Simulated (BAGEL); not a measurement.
# CH4AlFO (SMILES C[O][AlH][F]) at B3LYP/def2-SVP (density fitting with qzvpp-jkfit)

What is the energy change on altering one bond length of CH4AlFO at B3LYP/def2-SVP (density fitting with qzvpp-jkfit)? 

Program for the calculation: BAGEL 1.2.2.

1 further run of the same task is left out (set aside as unsound or not needed).

**1. The molecule**

CH4AlFO has 8 atoms, charge 0, and is taken as a singlet. As SMILES, `C[O][AlH][F]`. The coordinates come from a PBE0-D4/def2-TZVP relaxation. This is one conformer, not always the lowest.

Bond lengths: C1–O2 1.399 Å, O2–Al3 1.670 Å, Al3–F4 1.649 Å, C1–H5 1.094 Å, C1–H6 1.096 Å, C1–H7 1.094 Å, Al3–H8 1.562 Å. Angles: C1–O2–Al3 138.4°, O2–Al3–F4 119.9°, O2–C1–H5 109.9°, O2–C1–H6 112.4°, O2–C1–H7 109.9°, O2–Al3–H8 120.2°, F4–Al3–H8 119.9°, H5–C1–H6 108.3°, H5–C1–H7 108.0°, H6–C1–H7 108.3°.

**2. The energy at B3LYP/def2-SVP (density fitting with qzvpp-jkfit)**

input.json

```json
{ "bagel" : [

{
  "title" : "molecule",
  "basis" : "svp",
  "df_basis" : "qzvpp-jkfit",
  "angstrom" : true,
  "geometry" : [
    { "atom" : "C", "xyz" : [    0.299200,    1.250100,   -0.037400 ] },
    { "atom" : "O", "xyz" : [    0.135200,    0.005600,    0.579400 ] },
    { "atom" : "Al", "xyz" : [   -0.314700,   -1.547000,    0.158600 ] },
    { "atom" : "F", "xyz" : [   -0.714900,   -1.892400,   -1.403300 ] },
    { "atom" : "H", "xyz" : [    1.331100,    1.593600,    0.084600 ] },
    { "atom" : "H", "xyz" : [    0.072400,    1.218300,   -1.108800 ] },
    { "atom" : "H", "xyz" : [   -0.359600,    1.988000,    0.430700 ] },
    { "atom" : "H", "xyz" : [   -0.356500,   -2.673300,    1.240500 ] }
  ]
},
{ "title" : "ks", "xc_func" : "b3lyp" },
{ "title" : "print", "file" : "orbitals.molden", "orbitals" : true }

]}
```

On the command line:

```console
BAGEL_NUM_THREADS=1 BAGEL input.json > input.out
```

What it wrote:

```text
* using 1 threads per process

  ===============================================================
  ===============================================================

  *** Geometry ***

  { "atom" : "C", "xyz" : [      0.565406,      2.362347,     -0.070676 ] },
  { "atom" : "O", "xyz" : [      0.255491,      0.010582,      1.094907 ] },
  { "atom" : "Al", "xyz" : [     -0.594697,     -2.923406,      0.299711 ] },
  { "atom" : "F", "xyz" : [     -1.350965,     -3.576118,     -2.651853 ] },
  { "atom" : "H", "xyz" : [      2.515414,      3.011468,      0.159871 ] },
  { "atom" : "H", "xyz" : [      0.136816,      2.302253,     -2.095328 ] },
  { "atom" : "H", "xyz" : [     -0.679546,      3.756776,      0.813905 ] },
  { "atom" : "H", "xyz" : [     -0.673687,     -5.051805,      2.344205 ] },

  Number of auxiliary basis functions:      429

  Since a DF basis is specified, we compute 2- and 3-index integrals:
    o Being stored without compression. Storage requirement is 0.022 GB

  Number of basis functions:       80
  Number of electrons      :       40

    * METHOD: MOLECULE                             0.12

  *** Kohn-Sham DFT ***

    * Removing 13660 points whose weight is below 1.00e-10
    * Grid points: 105588

  === Nuclear Repulsion ===
   158.5974240965

       - DIIS with orbital gradients will be used.

  === KS iteration (b3lyp / svp) ===
      0       -429.28239725          0.12692797           0.29
      1       -389.16791143          0.18045237           0.26
      2       -416.81509886          0.18268439           0.26
      3       -443.77606174          0.09416695           0.26
      4       -452.30249219          0.09088309           0.27
      5       -457.83604668          0.01034270           0.28
      6       -457.88049504          0.00637880           0.27
      7       -457.89149103          0.00315128           0.27
      8       -457.89529468          0.00101390           0.27
      9       -457.89574676          0.00025537           0.27
     10       -457.89577182          0.00006267           0.27
     11       -457.89577309          0.00002460           0.27
     12       -457.89577334          0.00000383           0.27
     13       -457.89577335          0.00000040           0.28
     14       -457.89577335          0.00000039           0.27
     15       -457.89577335          0.00000006           0.27
     16       -457.89577335          0.00000001           0.27
     17       -457.89577335          0.00000001           0.28
    * SCF iteration converged.

    * Permanent dipole moment:
           (   -0.127241,    -0.443203,    -0.120891) a.u.

    * METHOD: KS                                   5.33

    * METHOD: PRINT                                0.01

  ===============================================================
```

It took 5.7 s on 1 thread of Intel Xeon 6975P-C (Granite Rapids), shared host; peak memory 0.4 GiB.

**3. The distorted shape, same level**

calc.json

```json
{ "bagel" : [

{
  "title" : "molecule",
  "basis" : "svp",
  "df_basis" : "qzvpp-jkfit",
  "angstrom" : "true",
  "geometry" : [
    { "atom" : "C", "xyz" : [      -0.526315,       0.975302,      -0.134999 ] },
    { "atom" : "O", "xyz" : [      -0.690315,      -0.269198,       0.481801 ] },
    { "atom" : "Al", "xyz" : [      -1.140215,      -1.821798,       0.061001 ] },
    { "atom" : "F", "xyz" : [      -1.540415,      -2.167198,      -1.500899 ] },
    { "atom" : "H", "xyz" : [       1.331100,       1.593600,       0.084600 ] },
    { "atom" : "H", "xyz" : [      -0.753115,       0.943502,      -1.206399 ] },
    { "atom" : "H", "xyz" : [      -1.185115,       1.713202,       0.333101 ] },
    { "atom" : "H", "xyz" : [      -1.182015,      -2.948098,       1.142901 ] }
  ]
},

{ "title" : "ks", "xc_func" : "b3lyp" },

{ "title" : "print", "file" : "orbitals.molden", "orbitals" : "true" }

]}
```

On the command line:

```console
BAGEL_NUM_THREADS=1 BAGEL calc.json > calc.out
```

What it wrote:

```text
* using 1 threads per process

  ===============================================================
  ===============================================================

  *** Geometry ***

  { "atom" : "C", "xyz" : [     -0.994591,      1.843054,     -0.255111 ] },
  { "atom" : "O", "xyz" : [     -1.304506,     -0.508710,      0.910472 ] },
  { "atom" : "Al", "xyz" : [     -2.154694,     -3.442699,      0.115275 ] },
  { "atom" : "F", "xyz" : [     -2.910962,     -4.095411,     -2.836288 ] },
  { "atom" : "H", "xyz" : [      2.515414,      3.011468,      0.159871 ] },
  { "atom" : "H", "xyz" : [     -1.423181,      1.782960,     -2.279764 ] },
  { "atom" : "H", "xyz" : [     -2.239543,      3.237483,      0.629470 ] },
  { "atom" : "H", "xyz" : [     -2.233685,     -5.571098,      2.159770 ] },

  Number of auxiliary basis functions:      429

  Since a DF basis is specified, we compute 2- and 3-index integrals:
    o Being stored without compression. Storage requirement is 0.022 GB

  Number of basis functions:       80
  Number of electrons      :       40

    * METHOD: MOLECULE                             0.12

  *** Kohn-Sham DFT ***

    * Removing 12797 points whose weight is below 1.00e-10
    * Grid points: 106451

  === Nuclear Repulsion ===
   156.1150685664

       - DIIS with orbital gradients will be used.

  === KS iteration (b3lyp / svp) ===
      0       -429.75284138          0.12633854           0.28
      1       -391.56341448          0.16995077           0.26
      2       -417.77477155          0.18089082           0.27
      3       -443.75935879          0.09495059           0.27
      4       -452.51422389          0.08265464           0.27
      5       -457.44070235          0.02432104           0.27
      6       -457.61995880          0.01615237           0.26
      7       -457.75708971          0.00695349           0.27
      8       -457.77831082          0.00206179           0.27
      9       -457.77977044          0.00092095           0.27
     10       -457.78011281          0.00021047           0.26
     11       -457.78013288          0.00002452           0.27
     12       -457.78013313          0.00000507           0.26
     13       -457.78013313          0.00000598           0.27
     14       -457.78013315          0.00000052           0.27
     15       -457.78013315          0.00000021           0.27
     16       -457.78013315          0.00000006           0.27
     17       -457.78013315          0.00000003           0.28
     18       -457.78013315          0.00000000           0.27
    * SCF iteration converged.

    * Permanent dipole moment:
           (    0.434314,    -0.023755,    -0.106995) a.u.

    * METHOD: KS                                   5.53

    * METHOD: PRINT                                0.01

  ===============================================================
```

It took 6 s on 1 thread of Intel Xeon 6975P-C (Granite Rapids), shared host; peak memory 0.4 GiB.

**4. Summary of results**

At B3LYP/def2-SVP (density fitting with qzvpp-jkfit):

```
                                                         quantity          value
                                        first shape: total energy  -457.89577 Eh
                                       first shape: dipole moment         1.21 D
                                         first shape: HOMO energy       -8.07 eV
                                         first shape: LUMO energy       -0.43 eV
                                       first shape: HOMO–LUMO gap        7.63 eV
                                    distorted shape: total energy  -457.78013 Eh
                                   distorted shape: dipole moment         1.14 D
                                     distorted shape: HOMO energy       -7.11 eV
                                     distorted shape: LUMO energy       -1.78 eV
                                   distorted shape: HOMO–LUMO gap        5.33 eV
energy change with the C1–H5 bond stretched from 1.094 to 1.970 Å       3.147 eV
```

With the C1–H5 bond stretched from 1.094 to 1.970 Å the energy rises by 3.15 eV (73 kcal/mol). The first shape isn't relaxed at this level, so the change isn't measured from a minimum.
